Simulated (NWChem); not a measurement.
# C2H5AlS (SMILES C=[C]([AlH2])S) at 5 levels

Wanted: a comparison of 5 runs (HF/STO-3G, HF/3-21G, B3LYP/6-31G*, CCSD(T)/6-31G**) of C2H5AlS. 

The results are computed with NWChem 7.3.0.

## Step 1: The structure to begin with

C2H5AlS has 9 atoms, charge 0, and is taken as a singlet. As SMILES, `C=[C]([AlH2])S`. The shape is that of a PBE0-D4/def2-TZVP optimisation. This is one conformer, not always the lowest.

Bond lengths: C1–C2 1.340 Å, C2–Al3 1.942 Å, C2–S4 1.757 Å, C1–H5 1.086 Å, C1–H6 1.089 Å, Al3–H7 1.584 Å, Al3–H8 1.587 Å, S4–H9 1.342 Å. Angles: C1–C2–Al3 118.3°, C1–C2–S4 120.0°, Al3–C2–S4 121.6°, C2–C1–H5 120.3°, C2–C1–H6 123.6°, C2–Al3–H7 118.0°, C2–Al3–H8 118.7°, C2–S4–H9 97.6°, H5–C1–H6 116.1°, H7–Al3–H8 123.3°.

## Step 2: Energy and forces at HF/STO-3G (run 1)

run.py reads:

```python
from ase import Atoms
from ase.calculators.nwchem import NWChem

molecule = Atoms(['C', 'C', 'Al', 'S', 'H', 'H', 'H', 'H', 'H'], positions=[
    [-0.052000, 1.292400, -0.845400],
    [-0.306500, 0.328600, 0.050700],
    [0.856000, -1.226200, 0.087600],
    [-1.665000, 0.490100, 1.153000],
    [0.786500, 1.197000, -1.528500],
    [-0.647600, 2.198400, -0.942300],
    [2.057300, -1.282500, -0.943100],
    [0.559000, -2.374400, 1.142300],
    [-1.499300, -0.669600, 1.808500],
])

calc = NWChem(
    label='work',
    theory='scf',
    memory='2200 mb',
    basis='STO-3G',
    basispar='spherical bse',
    scf={'nopen': '0', 'rhf': None, 'thresh': '1e-08', 'maxiter': '80'},
)
molecule.calc = calc

forces = molecule.get_forces()
print(f"energy = {molecule.get_potential_energy():.6f} eV")
print("forces (eV/A):")
for s, f in zip(molecule.symbols, forces):
    print(f"{s:2s} {f[0]:10.5f} {f[1]:10.5f} {f[2]:10.5f}")
print("dipole (e A):", molecule.get_dipole_moment().round(4))
```

Command:

```console
$ export ASE_NWCHEM_COMMAND="nwchem PREFIX.nwi > PREFIX.nwo"
$ python run.py
```

The log of the run:

```text
energy = -19316.122498 eV
forces (eV/A):
C    -0.46789   -1.22755    1.26745
C     1.51587    0.10423   -1.42964
Al    0.83360   -1.03369   -0.03178
S    -0.56693   -0.04674    0.53859
H    -0.20132    0.20312    0.03821
H     0.22060   -0.18054   -0.06865
H    -1.83129    0.04587    1.59928
H     0.47663    1.77128   -1.64263
H     0.02077    0.36397   -0.27074
dipole (e A): [ 0.1817 -0.281   0.0325]
```

The calculator wrote work.nwi:

```
title "work"

permanent_dir work

scratch_dir work

start work

geometry units angstrom nocenter noautosym noautoz
  C  -5.1999999999999998e-02 1.2924000000000000e+00 -8.4540000000000004e-01
  C  -3.0649999999999999e-01 3.2860000000000000e-01 5.0700000000000002e-02
  Al 8.5599999999999998e-01 -1.2262000000000000e+00 8.7599999999999997e-02
  S  -1.6650000000000000e+00 4.9009999999999998e-01 1.1530000000000000e+00
  H  7.8649999999999998e-01 1.1970000000000001e+00 -1.5285000000000000e+00
  H  -6.4759999999999995e-01 2.1983999999999999e+00 -9.4230000000000003e-01
  H  2.0573000000000001e+00 -1.2825000000000000e+00 -9.4310000000000005e-01
  H  5.5900000000000005e-01 -2.3744000000000001e+00 1.1423000000000001e+00
  H  -1.4993000000000001e+00 -6.6959999999999997e-01 1.8085000000000000e+00
end

memory 2200 mb

basis spherical bse noprint
   * library STO-3G
end

scf
  nopen 0
  rhf
  thresh 1e-08
  maxiter 80
end

task scf gradient
```

work.nwo:

```text
Northwest Computational Chemistry Package (NWChem) 7.3.0
             --------------------------------------------------------

           Job information
           ---------------

    nwchem branch   = 7.3.0
    use scalapack   = T
    input           = work.nwi
    prefix          = work.
    data base       = work/work.db
    status          = startup
    nproc           =        1

           Memory information
           ------------------

    heap     =     72089598 doubles =      550.0 Mbytes
    stack    =     72089595 doubles =      550.0 Mbytes
    global   =    144179200 doubles =     1100.0 Mbytes (distinct from heap & stack)
    total    =    288358393 doubles =     2200.0 Mbytes
    verify   = yes
    hardfail = no

[... 134 lines left out ...]
 Convergence threshold     :          1.000E-08
[... 12 lines left out ...]
       Final RHF  results
[... 3 lines left out ...]
      One-electron energy =  -1343.558894760340
[... 1 line left out ...]
 Nuclear repulsion energy =    179.138955265070
[... 41 lines left out ...]
                       ROHF Final Molecular Orbital Analysis
[... 200 lines left out ...]
                         RHF ENERGY GRADIENTS

    atom               coordinates                        gradient
                 x          y          z           x          y          z
   1 C      -0.098266   2.442282  -1.597574    0.009099   0.023872  -0.024648
   2 C      -0.579201   0.620964   0.095809   -0.029479  -0.002027   0.027802
   3 Al      1.617605  -2.317182   0.165540   -0.016211   0.020102   0.000618
[... 5 lines of this table left out ...]
   9 H      -2.833266  -1.265361   3.417569   -0.000404  -0.007078   0.005265

                 ----------------------------------------
                 |  Time  |  1-e(secs)   |  2-e(secs)   |
                 ----------------------------------------
                 |  CPU   |       0.00   |       0.70   |
                 ----------------------------------------
                 |  WALL  |       0.00   |       0.70   |
                 ----------------------------------------

 Task  times  cpu:        3.4s     wall:        3.4s
 Total times  cpu:        3.4s     wall:        3.4s
```

It took 4.8 s on 1 thread of Intel Xeon Platinum 8259CL at 2.50GHz (Skylake/Cascade Lake), shared host; peak memory 0.098 GiB.

## Step 3: Energy and forces at HF/3-21G (run 2)

struct.nw reads:

```
start struct
memory stack 880 mb heap 220 mb global 1100 mb
geometry units angstrom noautosym nocenter noautoz
 C       -0.052000       1.292400      -0.845400
 C       -0.306500       0.328600       0.050700
 Al       0.856000      -1.226200       0.087600
 S       -1.665000       0.490100       1.153000
 H        0.786500       1.197000      -1.528500
 H       -0.647600       2.198400      -0.942300
 H        2.057300      -1.282500      -0.943100
 H        0.559000      -2.374400       1.142300
 H       -1.499300      -0.669600       1.808500
end
basis spherical bse
 C library 3-21G
 Al library 3-21G
 S library 3-21G
 H library 3-21G
end
scf
 thresh 1e-08
 maxiter 80
 print medium
end
task scf gradient
```

Command:

```console
$ nwchem struct.nw > struct.out
```

The log of the run:

```text
[...]
  functions       =    54
[...]
  wavefunction    = RHF
[...]
         Total SCF energy =   -714.309945360215
      One-electron energy =  -1343.776614367763
      Two-electron energy =    450.327713742477
 Nuclear repulsion energy =    179.138955265071
        Time for solution =      3.0s
[...]
                         RHF ENERGY GRADIENTS
    atom               coordinates                        gradient
                 x          y          z           x          y          z
   1 C      -0.098266   2.442282  -1.597574    0.000407   0.006616  -0.004908
   2 C      -0.579201   0.620964   0.095809   -0.028146  -0.014995   0.035561
   3 Al      1.617605  -2.317182   0.165540   -0.004972   0.004861   0.001082
   4 S      -3.146394   0.926155   2.178854    0.030292  -0.006574  -0.022517
   5 H       1.486269   2.262002  -2.888446    0.006660  -0.002490  -0.004230
   6 H      -1.223787   4.154374  -1.780689   -0.004619   0.007558  -0.001162
   7 H       3.887733  -2.423574  -1.782201   -0.002573   0.000178   0.002170
   8 H       1.056357  -4.486965   2.158634    0.000594   0.002306  -0.002136
   9 H      -2.833266  -1.265361   3.417569    0.002355   0.002540  -0.003860
[...]
```

Run time: 4.8 s. Hardware: 1 thread of Intel Xeon Platinum 8259CL at 2.50GHz (Skylake/Cascade Lake), shared host; peak memory 0.098 GiB.

Run 3 isn't shown in full; the table further down has it.

## Step 4: Energy and forces at B3LYP/6-31G(d) (Cartesian functions) (run 4)

run.py reads:

```python
from ase import Atoms
from ase.calculators.nwchem import NWChem

mol = Atoms(['C', 'C', 'Al', 'S', 'H', 'H', 'H', 'H', 'H'], positions=[
    [-0.052000, 1.292400, -0.845400],
    [-0.306500, 0.328600, 0.050700],
    [0.856000, -1.226200, 0.087600],
    [-1.665000, 0.490100, 1.153000],
    [0.786500, 1.197000, -1.528500],
    [-0.647600, 2.198400, -0.942300],
    [2.057300, -1.282500, -0.943100],
    [0.559000, -2.374400, 1.142300],
    [-1.499300, -0.669600, 1.808500],
])

calc = NWChem(
    label='c2h5als',
    theory='dft',
    memory='2200 mb',
    basis='6-31G*',
    dft={'xc': 'b3lyp', 'mult': '1', 'grid': 'xfine', 'convergence': 'energy 1e-08', 'iterations': '100', 'mulliken': None},
)
mol.calc = calc

forces = mol.get_forces()
print("Total energy (eV):", round(mol.get_potential_energy(), 6))
print("forces (eV/A):")
for s, f in zip(mol.symbols, forces):
    print(f"{s:2s} {f[0]:10.5f} {f[1]:10.5f} {f[2]:10.5f}")
print("dipole (e A):", mol.get_dipole_moment().round(4))
```

Command:

```console
$ export ASE_NWCHEM_COMMAND="nwchem PREFIX.nwi > PREFIX.nwo"
$ python run.py
```

The log of the run:

```text
Total energy (eV): -19586.776869
forces (eV/A):
C     0.10254    0.26889   -0.28004
C     0.33985   -0.36402   -0.05055
Al    0.10932   -0.08094   -0.04237
S    -0.58883    0.24204    0.35831
H     0.04453    0.04541   -0.07101
H    -0.02808    0.09055   -0.03636
H     0.03795   -0.01327   -0.02468
H    -0.00273   -0.03749    0.02921
H    -0.01455   -0.15118    0.11745
dipole (e A): [ 0.1475 -0.0996 -0.0626]
```

The calculator wrote c2h5als.nwi:

```
title "c2h5als"

permanent_dir c2h5als

scratch_dir c2h5als

start c2h5als

geometry units angstrom nocenter noautosym noautoz
  C  -5.1999999999999998e-02 1.2924000000000000e+00 -8.4540000000000004e-01
  C  -3.0649999999999999e-01 3.2860000000000000e-01 5.0700000000000002e-02
  Al 8.5599999999999998e-01 -1.2262000000000000e+00 8.7599999999999997e-02
  S  -1.6650000000000000e+00 4.9009999999999998e-01 1.1530000000000000e+00
  H  7.8649999999999998e-01 1.1970000000000001e+00 -1.5285000000000000e+00
  H  -6.4759999999999995e-01 2.1983999999999999e+00 -9.4230000000000003e-01
  H  2.0573000000000001e+00 -1.2825000000000000e+00 -9.4310000000000005e-01
  H  5.5900000000000005e-01 -2.3744000000000001e+00 1.1423000000000001e+00
  H  -1.4993000000000001e+00 -6.6959999999999997e-01 1.8085000000000000e+00
end

memory 2200 mb

basis noprint
   * library 6-31G*
end

dft
  xc b3lyp
  mult 1
  grid xfine
  convergence energy 1e-08
  iterations 100
  mulliken
end

task dft gradient
```

c2h5als.nwo:

```text
Northwest Computational Chemistry Package (NWChem) 7.3.0
             --------------------------------------------------------

           Job information
           ---------------

    nwchem branch   = 7.3.0
    use scalapack   = T
    input           = c2h5als.nwi
    prefix          = c2h5als.
    data base       = c2h5als/c2h5als.db
    status          = startup
    nproc           =        1

           Memory information
           ------------------

    heap     =     72089598 doubles =      550.0 Mbytes
    stack    =     72089595 doubles =      550.0 Mbytes
    global   =    144179200 doubles =     1100.0 Mbytes (distinct from heap & stack)
    total    =    288358393 doubles =     2200.0 Mbytes
    verify   = yes
    hardfail = no

[... 105 lines left out ...]
  convergence criterion.
[... 41 lines left out ...]
          Spatial weights used:  Erf1
[... 77 lines left out ...]
         Total DFT energy =     -719.800779393671
[... 3 lines left out ...]
 Nuclear repulsion energy =      179.138955265070
[... 616 lines left out ...]
          Convergence on gradient requested:  5.00D-04
[... 28 lines left out ...]
          total energy or number of iterations.
[... 26 lines left out ...]
                         DFT ENERGY GRADIENTS

    atom               coordinates                        gradient
                 x          y          z           x          y          z
   1 C      -0.098266   2.442282  -1.597574   -0.001994  -0.005229   0.005446
   2 C      -0.579201   0.620964   0.095809   -0.006609   0.007079   0.000983
   3 Al      1.617605  -2.317182   0.165540   -0.002126   0.001574   0.000824
[... 5 lines of this table left out ...]
   9 H      -2.833266  -1.265361   3.417569    0.000283   0.002940  -0.002284

                 ----------------------------------------
                 |  Time  |  1-e(secs)   |  2-e(secs)   |
                 ----------------------------------------
                 |  CPU   |       0.01   |       6.29   |
                 ----------------------------------------
                 |  WALL  |       0.01   |       6.29   |
                 ----------------------------------------

 Task  times  cpu:       48.5s     wall:       48.5s
 Total times  cpu:       48.5s     wall:       48.5s
```

Run time: 50 s. Hardware: 1 thread of Intel Xeon Platinum 8259CL at 2.50GHz (Skylake/Cascade Lake), shared host; peak memory 0.15 GiB.

## Step 5: A single-point energy at CCSD(T)/6-31G(d,p) (spherical functions) (run 5)

job.nw reads:

```
start job
title "C2H5AlS ccsd(t)"
memory total 2200 mb
charge 0
geometry noautosym nocenter noautoz
   C    -0.052000    1.292400   -0.845400
   C    -0.306500    0.328600    0.050700
   Al    0.856000   -1.226200    0.087600
   S    -1.665000    0.490100    1.153000
   H     0.786500    1.197000   -1.528500
   H    -0.647600    2.198400   -0.942300
   H     2.057300   -1.282500   -0.943100
   H     0.559000   -2.374400    1.142300
   H    -1.499300   -0.669600    1.808500
end
basis "ao basis" spherical bse
   C library 6-31G**
   Al library 6-31G**
   S library 6-31G**
   H library 6-31G**
end
scf
   thresh 1e-08
   maxiter 80
   print low
end
ccsd
   freeze core 12
   maxiter 60
end
task ccsd(t) energy
```

Command:

```console
$ nwchem job.nw > job.out
```

The log of the run:

```text
[...]
  functions       =    89
[...]
  wavefunction    = RHF
[...]
         Total SCF energy =   -718.024834305156
      One-electron energy =  -1348.471869611789
      Two-electron energy =    451.308080041562
 Nuclear repulsion energy =    179.138955265071
        Time for solution =     26.7s
[...]
 Total MP2 energy:           -718.477162983483254
[...]
             energy      energy      error      ampl     ampl      Block
                                                time     time      time
[...]
 Total CCSD energy:           -718.524944540443812
[...]
 Total CCSD+T(CCSD) energy:           -718.543328564713306
[...]
 Total CCSD(T) energy:                -718.542764504687398
[...]
```

It took 3.3 min on 1 thread of Intel Xeon Platinum 8259CL at 2.50GHz (Skylake/Cascade Lake), shared host; peak memory 0.23 GiB.

## Step 6: The series

```tsv
run	level	iteration cap	module	energy (Eh)	dipole moment (D)	HOMO energy (eV)	LUMO energy (eV)	wall time
1	HF/STO-3G	80	scf	-709.854415	1.61	-6.04	7.39	4.8 s
2	HF/3-21G	80	scf	-714.309945	1.58	-8.85	0.96	4.8 s
3	B3LYP/6-31G* (spherical functions)	100	dft	-719.794786	0.90	–	–	48 s
4	B3LYP/6-31G* (Cartesian functions)	100	dft	-719.800779	0.91	-6.12	-1.91	50 s
5	CCSD(T)/6-31G** (spherical functions)	80	ccsd(t)	-718.542765	–	–	–	3.3 min
```

## Step 7: Results

```
                                           quantity          value
                                run 5: total energy  -718.54276 Eh
run 5: correlation energy (12 core orbitals frozen)     -517.9 mEh
                              run 5: (T) correction     -17.82 mEh
```

In words: Over runs 1, 2, 3, 4 the dipole moment (its size) runs from 0.90 D (B3LYP/6-31G*) to 1.61 D (HF/STO-3G). The two ends differ in method and basis. Over runs 1, 2, 4 the HOMO–LUMO gap runs from 4.21 eV (B3LYP/6-31G*) to 13.44 eV (HF/STO-3G). In run 1 the basis is minimal, so the values are rough. All runs together took 5.1 min, the longest 3.3 min.
